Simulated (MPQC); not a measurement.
**SnH2Cl (SMILES [Cl][SnH2]): UHF/STO-3G**

Aim: the vertical ionisation energy of SnH2Cl at UHF/STO-3G, from 2 runs. 

Program for the calculation: MPQC 2.3.1.

7 further runs of the same task are left out: 7 set aside as unsound or not needed.

## (1) The molecule

SnH2Cl: 4 atoms, total charge 0, spin state doublet. As SMILES, `[Cl][SnH2]`. The coordinates come from a PBE0-D4/def2-TZVP relaxation.

Bond lengths: Cl1–Sn2 2.343 Å, Sn2–H3 1.723 Å, Sn2–H4 1.723 Å. Angles: Cl1–Sn2–H3 105.0°, Cl1–Sn2–H4 105.0°, H3–Sn2–H4 111.9°.

## (2) Energy and gradient at UHF/STO-3G

Input file mol.in:

```
% emacs should use -*- KeyVal -*- mode
molecule<Molecule>: (
   symmetry = c1
   unit = angstrom
   { atoms geometry } = {
      Cl [ -1.882600       0.398400      -0.585000 ]
      Sn [ 0.380000      -0.179600      -0.397100 ]
      H  [ 0.412500      -1.500000       0.709600 ]
      H  [ 1.145500       1.221000       0.252100 ]
   }
)
basis<GaussianBasisSet>: (
   name = "STO-3G"
   molecule = $:molecule
   basisdir = "."
   puream = no
)
mpqc: (
   checkpoint = no
   savestate = no
   restart = no
   do_energy = yes
   do_gradient = yes
   optimize = no
   mole<UHF>: (
      molecule = $:molecule
      basis = $:basis
      total_charge = 0
      multiplicity = 2
      memory = 1000000000
      print_evals = yes
      maxiter = 100
   )
)
```

The basis set STO-3G is read from a file made from the Basis Set Exchange's data (not shown).

Command:

```bash
$ mpqc mol.in > mol.out
```

What it wrote:

```text
MPQC: Massively Parallel Quantum Chemistry
                                   Version 2.3.1

  Using IntegralV3 by default for molecular integrals evaluation

  USCF::init: total charge = 0

  alpha = [ 35 ]
  beta  = [ 34 ]

  Molecular formula H2ClSn

  MPQC options:
    matrixkit     = <ReplSCMatrixKit>
    restart       = no
    checkpoint    = no
    savestate     = no
    do_energy     = yes
    do_gradient   = yes
    optimize      = no
    write_pdb     = no
    print_mole    = yes
    print_timings = yes

  SCF::compute: energy accuracy = 1.0000000e-08

  nuclear repulsion energy =  228.4275650303

  Starting from core Hamiltonian guess

  Using symmetric orthogonalization.
  n(basis):            40
  Maximum orthogonalization residual = 3.67439
  Minimum orthogonalization residual = 0.000180114
  Beginning iterations.  Basis is STO-3G.
  iter     1 energy = -6416.7417645050 delta = 7.11210e-01
  iter     2 energy = -6421.7256600482 delta = 1.04335e+00
  iter     3 energy = -6422.0429948923 delta = 6.94947e-02
  iter     4 energy = -6422.2294610623 delta = 4.04552e-02
  iter     5 energy = -6422.3130327810 delta = 2.89863e-02
  iter     6 energy = -6422.3144480086 delta = 5.93728e-03
  iter     7 energy = -6422.3191053959 delta = 4.57919e-03
  iter     8 energy = -6422.3197774101 delta = 1.54053e-03
  iter     9 energy = -6422.3199750769 delta = 1.02194e-03
  iter    10 energy = -6422.3199960311 delta = 2.35819e-04
  iter    11 energy = -6422.3200041659 delta = 1.41638e-04
  iter    12 energy = -6422.3200064547 delta = 6.41096e-05
  iter    13 energy = -6422.3200074142 delta = 4.18263e-05
  iter    14 energy = -6422.3200079164 delta = 3.35524e-05
  iter    15 energy = -6422.3200079703 delta = 8.62889e-06
  iter    16 energy = -6422.3200080101 delta = 7.15896e-06
  iter    17 energy = -6422.3200080225 delta = 3.37376e-06
  iter    18 energy = -6422.3200080291 delta = 2.75935e-06
  iter    19 energy = -6422.3200080305 delta = 1.37138e-06
  iter    20 energy = -6422.3200080308 delta = 9.28772e-07
  iter    21 energy = -6422.3200080313 delta = 3.09419e-07
  iter    22 energy = -6422.3200080313 delta = 8.93823e-08
  iter    23 energy = -6422.3200080314 delta = 7.20073e-08
  iter    24 energy = -6422.3200080314 delta = 1.54946e-08
  iter    25 energy = -6422.3200080314 delta = 1.72016e-08
  iter    26 energy = -6422.3200080314 delta = 2.92272e-08
  iter    27 energy = -6422.3200080314 delta = 1.15406e-08
  iter    28 energy = -6422.3200080314 delta = 1.17817e-08

  <S^2>exact = 0.750000
  <S^2>      = 0.751531

  total scf energy = -6422.3200080314

  SCF::compute: gradient accuracy = 1.0000000e-06

  Total Gradient:
       1  Cl  -0.0049844646   0.0011952217  -0.0008864654
       2  Sn  -0.0090598882  -0.0021467698  -0.0273457219
       3   H   0.0003169112  -0.0244243930   0.0183059999
       4   H   0.0137274416   0.0253759411   0.0099261874
Value of the MolecularEnergy: -6422.3200080314

  Gradient of the MolecularEnergy:
      1   -0.0049844646
      2    0.0011952217
      3   -0.0008864654
      4   -0.0090598882
      5   -0.0021467698
      6   -0.0273457219
      7    0.0003169112
      8   -0.0244243930
      9    0.0183059999
     10    0.0137274416
     11    0.0253759411
     12    0.0099261874

  Function Parameters:
    value_accuracy    = 7.043152e-09 (1.000000e-08) (computed)
    gradient_accuracy = 7.043152e-07 (1.000000e-06) (computed)
    hessian_accuracy  = 0.000000e+00 (1.000000e-04)

  Molecule:
    Molecular formula: H2ClSn
    molecule<Molecule>: (
      symmetry = c1
      unit = "angstrom"
      {  n atoms                        geometry                     }={
         1    Cl [   -1.8826000000     0.3984000000    -0.5850000000]
         2    Sn [    0.3800000000    -0.1796000000    -0.3971000000]
         3     H [    0.4125000000    -1.5000000000     0.7096000000]
         4     H [    1.1455000000     1.2210000000     0.2521000000]
      }
    )
    Atomic Masses:
       34.96885  118.69000    1.00783    1.00783

  Electronic basis:
    GaussianBasisSet:
      nbasis = 40
      nshell = 18
      nprim  = 54
      name = "STO-3G"
  SCF Parameters:
    maxiter = 100
    density_reset_frequency = 10
    level_shift = 0.250000

  UnrestrictedSCF Parameters:
    charge = 0.0000000000
    nalpha = 35
    nbeta = 34
    alpha = [ 35 ]
    beta  = [ 34 ]

                               CPU Wall
mpqc:                         1.16 1.16
  calc:                       1.15 1.15
    compute gradient:         0.24 0.24
      nuc rep:                0.00 0.00
      one electron gradient:  0.01 0.01
      overlap gradient:       0.00 0.00
      two electron gradient:  0.23 0.23
    vector:                   0.91 0.91
      density:                0.00 0.00
      evals:                  0.02 0.02
      extrap:                 0.01 0.01
      fock:                   0.86 0.86
  input:                      0.00 0.00
```

Wall time 1.2 s (1 thread of Arm Neoverse V2, shared host).

## (3) The singlet cation

Input file input.in:

```
molecule<Molecule>: (
  symmetry = c1
  unit = angstrom
  { atoms geometry } = {
    Cl [ -1.882600 0.398400 -0.585000 ]
    Sn [ 0.380000 -0.179600 -0.397100 ]
    H  [ 0.412500 -1.500000 0.709600 ]
    H  [ 1.145500 1.221000 0.252100 ]
  }
)
basis<GaussianBasisSet>: (
  name = "STO-3G"
  molecule = $:molecule
  basisdir = "."
  puream = no
)
mpqc: (
  checkpoint = no
  savestate = no
  restart = no
  do_energy = yes
  do_gradient = yes
  optimize = no
  mole<UHF>: (
    molecule = $:molecule
    basis = $:basis
    total_charge = 1
    multiplicity = 1
    memory = 1000000000
    print_evals = yes
    maxiter = 100
  )
)
```

The basis set STO-3G is read from a file made from the Basis Set Exchange's data (not shown).

Command:

```bash
$ mpqc input.in > input.out
```

What it wrote:

```text
MPQC: Massively Parallel Quantum Chemistry
                                   Version 2.3.1

  Using IntegralV3 by default for molecular integrals evaluation

  USCF::init: total charge = 1

  alpha = [ 34 ]
  beta  = [ 34 ]

  Molecular formula H2ClSn

  MPQC options:
    matrixkit     = <ReplSCMatrixKit>
    restart       = no
    checkpoint    = no
    savestate     = no
    do_energy     = yes
    do_gradient   = yes
    optimize      = no
    write_pdb     = no
    print_mole    = yes
    print_timings = yes

  SCF::compute: energy accuracy = 1.0000000e-08

  nuclear repulsion energy =  228.4275650303

  Starting from core Hamiltonian guess

  Using symmetric orthogonalization.
  n(basis):            40
  Maximum orthogonalization residual = 3.67439
  Minimum orthogonalization residual = 0.000180114
  Beginning iterations.  Basis is STO-3G.
  iter     1 energy = -6414.8894722357 delta = 6.93703e-01
  iter     2 energy = -6421.8950192957 delta = 1.07255e+00
  iter     3 energy = -6422.0764761778 delta = 5.50133e-02
  iter     4 energy = -6422.0837614570 delta = 5.96220e-03
  iter     5 energy = -6422.0860527436 delta = 3.19221e-03
  iter     6 energy = -6422.0872080498 delta = 2.68296e-03
  iter     7 energy = -6422.0876168296 delta = 1.64061e-03
  iter     8 energy = -6422.0877831094 delta = 1.23231e-03
  iter     9 energy = -6422.0878173161 delta = 4.77217e-04
  iter    10 energy = -6422.0878316526 delta = 3.99784e-04
  iter    11 energy = -6422.0878340713 delta = 1.44900e-04
  iter    12 energy = -6422.0878345656 delta = 6.60988e-05
  iter    13 energy = -6422.0878346737 delta = 3.16797e-05
  iter    14 energy = -6422.0878346948 delta = 1.33212e-05
  iter    15 energy = -6422.0878346991 delta = 5.52116e-06
  iter    16 energy = -6422.0878347002 delta = 2.93578e-06
  iter    17 energy = -6422.0878347005 delta = 1.54355e-06
  iter    18 energy = -6422.0878347005 delta = 7.52066e-07
  iter    19 energy = -6422.0878347005 delta = 2.77135e-07
  iter    20 energy = -6422.0878347005 delta = 1.34205e-07
  iter    21 energy = -6422.0878347023 delta = 7.63351e-08
  iter    22 energy = -6422.0878347023 delta = 2.90351e-08
  iter    23 energy = -6422.0878347023 delta = 2.77128e-08

  <S^2>exact = 0.000000
  <S^2>      = -0.000000

  total scf energy = -6422.0878347023

  SCF::compute: gradient accuracy = 1.0000000e-06

  Total Gradient:
       1  Cl  -0.0276122822   0.0094105909   0.0117176709
       2  Sn   0.0364794194  -0.0218664837  -0.0716663874
       3   H  -0.0078367874  -0.0064148918   0.0321035151
       4   H  -0.0010303498   0.0188707846   0.0278452013
Value of the MolecularEnergy: -6422.0878347023

  Gradient of the MolecularEnergy:
      1   -0.0276122822
      2    0.0094105909
      3    0.0117176709
      4    0.0364794194
      5   -0.0218664837
      6   -0.0716663874
      7   -0.0078367874
      8   -0.0064148918
      9    0.0321035151
     10   -0.0010303498
     11    0.0188707846
     12    0.0278452013

  Function Parameters:
    value_accuracy    = 7.503781e-09 (1.000000e-08) (computed)
    gradient_accuracy = 7.503781e-07 (1.000000e-06) (computed)
    hessian_accuracy  = 0.000000e+00 (1.000000e-04)

  Molecule:
    Molecular formula: H2ClSn
    molecule<Molecule>: (
      symmetry = c1
      unit = "angstrom"
      {  n atoms                        geometry                     }={
         1    Cl [   -1.8826000000     0.3984000000    -0.5850000000]
         2    Sn [    0.3800000000    -0.1796000000    -0.3971000000]
         3     H [    0.4125000000    -1.5000000000     0.7096000000]
         4     H [    1.1455000000     1.2210000000     0.2521000000]
      }
    )
    Atomic Masses:
       34.96885  118.69000    1.00783    1.00783

  Electronic basis:
    GaussianBasisSet:
      nbasis = 40
      nshell = 18
      nprim  = 54
      name = "STO-3G"
  SCF Parameters:
    maxiter = 100
    density_reset_frequency = 10
    level_shift = 0.250000

  UnrestrictedSCF Parameters:
    charge = 1.0000000000
    nalpha = 34
    nbeta = 34
    alpha = [ 34 ]
    beta  = [ 34 ]

                               CPU Wall
mpqc:                         1.04 1.04
  calc:                       1.04 1.04
    compute gradient:         0.24 0.24
      nuc rep:                0.00 0.00
      one electron gradient:  0.01 0.01
      overlap gradient:       0.00 0.00
      two electron gradient:  0.23 0.23
    vector:                   0.80 0.80
      density:                0.00 0.00
      evals:                  0.01 0.01
      extrap:                 0.01 0.01
      fock:                   0.75 0.75
  input:                      0.00 0.00
```

Run time: 1.1 s. Hardware: 1 thread of Arm Neoverse V2, shared host.

## (4) Summary of results

Level: UHF/STO-3G.

| quantity | value |
| --- | --- |
| doublet SnH2Cl: total energy | -6422.32001 Eh |
| doublet SnH2Cl: ⟨S²⟩ | 0.752 |
| doublet SnH2Cl: largest force on an atom | 1.570 eV/Å |
| singlet cation: total energy | -6422.08783 Eh |
| singlet cation: largest force on an atom | 4.285 eV/Å |
| vertical ionisation energy (to the singlet cation) | 6.318 eV |

**Reading.** The vertical ionisation energy comes to 6.32 eV (610 kJ/mol). The largest force (doublet SnH2Cl) is 1.57 eV/Å: the shape isn't a stationary point for this species at this level. Only the singlet of the ionised species was computed; a triplet could lie lower. In a minimal basis such a difference can be off by several eV, whatever the method. Relativity is left out (doublet SnH2Cl) although the molecule holds a heavy atom. Relativity is left out (singlet cation) although the molecule holds a heavy atom.
